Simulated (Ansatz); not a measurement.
# CH₂SeZn, SMILES [CH2]1[Zn][Se]1: an active-space calculation

Program: Ansatz 0.2.0 through its Python package.

The cells in order, each with its output:

**Cell 1**
```python
import ansatz as az
from ase import Atoms
```

**Cell 2**
```python
atoms = Atoms(["C", "Zn", "Se", "H", "H"], positions=[
    (0.414, -0.2902, -0.1539),
    (-0.1121, 1.7156, 0.7667),
    (-1.3703, -0.0568, -1.0963),
    (0.9193, -1.1882, -0.4711),
    (0.199, -0.2541, 0.9132),
])
system = az.Crystal.molecule_from_ase(atoms)
```

**Cell 3**
```python
setup = (
    system.calculation()
    .basis(gaussian="def2-SVP")
    .correlation(active_electrons=4, active_orbitals=4)
)
for method in ["sc_nevpt2"]:
    summary = (setup if method is None else setup.correlation(method)).run(threads=1).report
    space = summary["configurations"]
    state = space["states"][0]
    print(method or "casscf", f"total {summary['free_energy_ev'] / 27.211386246:.6f} Ha, active-space state {state['energy']['hartree']:.6f} Ha, mean field {summary['reference_energy_ev'] / 27.211386246:.6f} Ha")
    print("  determinants", state["n_determinants"], " natural occupations", [round(n, 3) for n in space["natural_occupations"]])
```
Output:
```text
Warning: the results are in doubt because another end's mean lies 0.089 eV lower, and its corrected mean 0.397 eV higher
RunWarning: the results are in doubt because another end's mean lies 0.089 eV lower, and its corrected mean 0.397 eV higher
sc_nevpt2 total -4216.731061 Ha, active-space state -4216.024673 Ha, mean field -4215.960702 Ha
  determinants 36  natural occupations [1.949, 1.458, 0.565, 0.027]
```

What to keep in mind:
- Total energies depend on the basis set; only differences at equal settings carry meaning.
- Warnings are shown shortened and without file and line.
- The geometry is a force-field or estimated start, not a minimum of this method, and the basis set is short of its limit. The active space starts as a window about the frontier orbitals and is then optimised, not chosen by chemistry.
- A lower CASSCF solution was found and passed over, so the printed active-space state isn't the lowest.
- Hardware and time: 30 s on 1 thread of Arm Neoverse N1, with other jobs on the host, peak memory 0.29 GiB.

(Lines on the test bed's own set-up are left out of the output.)
